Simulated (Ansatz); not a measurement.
# ZrBRu (element-swapped structure): how the settings move a single-point run

Question: which choices in the input matter for ZrBRu (element-swapped structure)?

Program: Ansatz 0.2.0. Level of theory: reference: DFT PBEsol, plane waves, PAW, scalar-relativistic, no spin polarisation. These are calculated values, not measurements.

**1. Starting point**

The structure is hexagonal, space group P-62m (No. 189). Conventional cell: a = 6.160 Å, b = 6.160 Å, c = 3.384 Å, α = 90.00°, β = 90.00°, γ = 120.00°. Ru (site symmetry m2m) has 4 B at 2.28 to 2.36 Å as nearest neighbours. Zr (site symmetry m2m) is surrounded by 5 B at 2.50 to 2.59 Å and 6 Ru at 2.65 to 2.82 Å. B (site symmetry -62m) is surrounded by 6 Ru at 2.28 Å and 3 Zr at 2.59 Å. B (site symmetry -6) is surrounded by 3 Ru at 2.36 Å and 6 Zr at 2.50 Å.

As a file:

```cif
data_structure
_symmetry_space_group_name_H-M 'P-62m'
_symmetry_Int_Tables_number 189
_cell_length_a 6.1605
_cell_length_b 6.1605
_cell_length_c 3.3842
_cell_angle_alpha 90.000
_cell_angle_beta 90.000
_cell_angle_gamma 120.000
_cell_volume 111.23
loop_
_atom_site_label
_atom_site_type_symbol
_atom_site_symmetry_multiplicity
_atom_site_Wyckoff_symbol
_atom_site_fract_x
_atom_site_fract_y
_atom_site_fract_z
_atom_site_occupancy
Ru1 Ru 3 f 0.00000 0.75200 0.00000 1
Zr1 Zr 3 g 0.00000 0.42000 0.50000 1
B1 B 1 b 0.00000 0.00000 0.50000 1
B2 B 2 c 0.66667 0.33333 0.00000 1
```

**2. The reference run**

input.yaml reads:

```yaml
crystal:
  lattice:
    - [3.08024, 5.335132, 0.0]
    - [-3.08024, 5.335132, 0.0]
    - [0.0, 0.0, 3.384218]
  atoms:
    - { symbol: Ru, position: [0.248, 0.752, 0.0] }
    - { symbol: Ru, position: [0.752, 0.0, 0.0] }
    - { symbol: Ru, position: [0.0, 0.248, 0.0] }
    - { symbol: Zr, position: [0.58, 0.42, 0.5] }
    - { symbol: Zr, position: [0.42, 0.0, 0.5] }
    - { symbol: Zr, position: [0.0, 0.58, 0.5] }
    - { symbol: B, position: [0.0, 0.0, 0.5] }
    - { symbol: B, position: [0.3333, 0.3334, 0.0] }
    - { symbol: B, position: [0.6667, 0.6666, 0.0] }
  symmetry: { tolerance: 0.0003 }
kpoints:
  mp_grid: { grid: [4, 4, 5], shift: [0, 0, 0] }
magnetization:
  spin_polarized: false
scf:
  occupations: { method: cold, width: 0.1462 }
hamiltonian:
  pseudopotentials: { kind: paw }
  xc: pbesol
basis:
  ecutwfc: 420
output:
  forces: true
  stress: true
  eigenvalues: true
```

The run is started by

```sh
> ansatz run input.yaml --threads 1 --pin off --max-ram 2560MiB --backend cpu --events-out ev --progress --plain --runs-dir out
```

**3. Changed: mp_grid.grid [3, 3, 3]**

Changes to input.yaml since step 2:

```diff
@@ -17,3 +17,3 @@
 kpoints:
-  mp_grid: { grid: [4, 4, 5], shift: [0, 0, 0] }
+  mp_grid: { grid: [3, 3, 3], shift: [0, 0, 0] }
 magnetization:
```

**4. Changed: occupations.method gaussian, occupations.width 0.025**

Changes to input.yaml since step 2:

```diff
@@ -21,3 +21,3 @@
 scf:
-  occupations: { method: cold, width: 0.1462 }
+  occupations: { method: gaussian, width: 0.025 }
 hamiltonian:
@@ -31 +31,5 @@
   eigenvalues: true
+  write_density: true
+  write_potential: true
+  elf: true
+  volumetric_format: npy
```

**5. Changed: xc rpbe**

Changes to input.yaml since step 2:

```diff
@@ -24,3 +24,3 @@
   pseudopotentials: { kind: paw }
-  xc: pbesol
+  xc: rpbe
 basis:
```

**6. Changing settings: mp_grid.grid [5, 5, 6], n_extra_bands 2, eigensolver.kind davidson**

Changes to input.yaml since step 2:

```diff
@@ -17,3 +17,3 @@
 kpoints:
-  mp_grid: { grid: [4, 4, 5], shift: [0, 0, 0] }
+  mp_grid: { grid: [5, 5, 6], shift: [0, 0, 0] }
 magnetization:
@@ -22,2 +22,4 @@
   occupations: { method: cold, width: 0.1462 }
+  n_extra_bands: 2
+  eigensolver: { kind: davidson }
 hamiltonian:
@@ -31 +33,5 @@
   eigenvalues: true
+  write_density: true
+  write_potential: true
+  elf: true
+  volumetric_format: npy
```

**Question.** What will these runs give? Wanted: for each run, ending; energy change; pressure; gap; force.

**Answer**, as computed:

| run | ending | energy change | pressure (GPa) | gap (eV) | force (eV/Å) | cycles | time |
| --- | --- | --- | --- | --- | --- | --- | --- |
| reference | converged | 0 | 15.0 | 0.00 | 0.76 | 6 | 7.6 s |
| 1: mp_grid.grid [3, 3, 3] | converged | -32.1 meV/atom | 14.2 | 0.00 | 0.67 | 6 | 3 s |
| 2: occupations.method gaussian, occupations.width 0.025 | converged | -0.1 meV/atom (σ→0) | 15.1 | 0.00 | 0.77 | 6 | 8.1 s |
| 3: xc rpbe | converged | not comparable | 26.2 | 0.00 | 0.77 | 6 | 5.9 s |
| 4: mp_grid.grid [5, 5, 6], n_extra_bands 2, eigensolver.kind davidson | converged | +3.0 meV/atom | 15.1 | 0.00 | 0.84 | 9 | 17 s |

Times don't compare one to one where runs were asked for different outputs or read a saved state (see the inputs); cycles may leave out searches for a lower state.

Residual by cycle in the longest SCF loop of each run; runs are numbered as in the table. The quantity is the density residual dr2, in eV.

| cycle | reference | run 1 | run 2 | run 3 | run 4 |
| --- | --- | --- | --- | --- | --- |
| 1 | 0.185 | 0.216 | 0.176 | 0.0447 | 0.162 |
| 2 | 0.0286 | 0.0391 | 0.0259 | 0.0143 | 0.0215 |
| 3 | 5.5e-4 | 8.5e-4 | 4.1e-4 | 2.8e-4 | 0.00742 |
| 4 | 1.9e-5 | 1.5e-5 | 9.2e-6 | 1.8e-5 | 2.8e-4 |
| 5 | 1.2e-6 | 4.2e-7 | 5.8e-7 | 2.1e-6 | 1.5e-4 |
| 6 | 6.8e-8 | 2.2e-8 | 5.2e-8 | 4.5e-8 | 4.6e-5 |
| 7 | - | - | - | - | 2.4e-6 |
| 8 | - | - | - | - | 2.2e-7 |
| 9 | - | - | - | - | 4.2e-8 |

The structure is not at rest: the sound run finds 15 GPa, so these are no properties of the relaxed crystal. The reference has no spin polarisation; with Ru present, a magnetic state may lie lower.

The reference is no final answer either: its mesh is coarse for a cell with so small a gap or none; the structure is made up and not relaxed.
